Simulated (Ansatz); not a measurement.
# ClFH2HfOS: the cost of one run

The runs use Ansatz 0.2.0, Gaussian basis; functionals in def2-TZVPP, the program's frozen cores in correlated methods.

Plan: PBE-D4, r2SCAN-D4, PBE0-D4, B3LYP-D4, ωB97X-V, ωB97M-V, B2PLYP; CCSD(T)/def2-TZVPP; MP2/def2-QZVPP; extrapolation to the limit.

## (1) The geometry

All runs share one geometry, relaxed beforehand with PBE0-D4 in a triple-zeta def2 set. Hf takes the def2 core potential; no spin-orbit term is included.

SMILES `[OH][Hf]([F])([SH])[Cl]`, 7 atoms, charge 0, spin multiplicity 1.

Atoms are counted from 1 here; the program's logs count them from 0.

Bond lengths: O1–Hf2 1.893 Å, O1–H6 0.953 Å, Hf2–F3 1.896 Å, Hf2–S4 2.445 Å, Hf2–Cl5 2.350 Å, S4–H7 1.346 Å. Angles: Hf2–O1–H6 167.1°, O1–Hf2–F3 112.2°, O1–Hf2–S4 107.4°, O1–Hf2–Cl5 110.1°, F3–Hf2–S4 107.8°, F3–Hf2–Cl5 108.4°, S4–Hf2–Cl5 110.9°, Hf2–S4–H7 91.0°.

## (2) PBE-D4 (GGA)

in.yaml

```yaml
crystal:
  periodic: [false, false, false]
  atoms:
    - {symbol: O, position_ang: [-1.495748, -0.157124, -0.311521]}
    - {symbol: Hf, position_ang: [0.172405, -0.013868, 0.572386]}
    - {symbol: F, position_ang: [0.406933, -1.365684, 1.881336]}
    - {symbol: S, position_ang: [1.920947, -0.292322, -1.113119]}
    - {symbol: Cl, position_ang: [0.351339, 2.079295, 1.625504]}
    - {symbol: H, position_ang: [-2.409431, -0.264565, -0.558518]}
    - {symbol: H, position_ang: [1.053565, 0.014277, -2.096068]}
basis:
  gaussian: {orbitals: def2-TZVPP}
hamiltonian: {xc: pbe, dispersion: d4}
output: {forces: true, orbitals: {seedname: orbitals}}
```

On the command line:

```console
ansatz run in.yaml --threads 2 --pin off --events-out ev --progress --plain --max-ram 22528MiB --backend cpu
```

**Question.** How long does this run take on 2 threads of AMD EPYC 7R13, shared host, and how much memory does it need?

About 3.5 s, with a peak of 0.36 GiB.
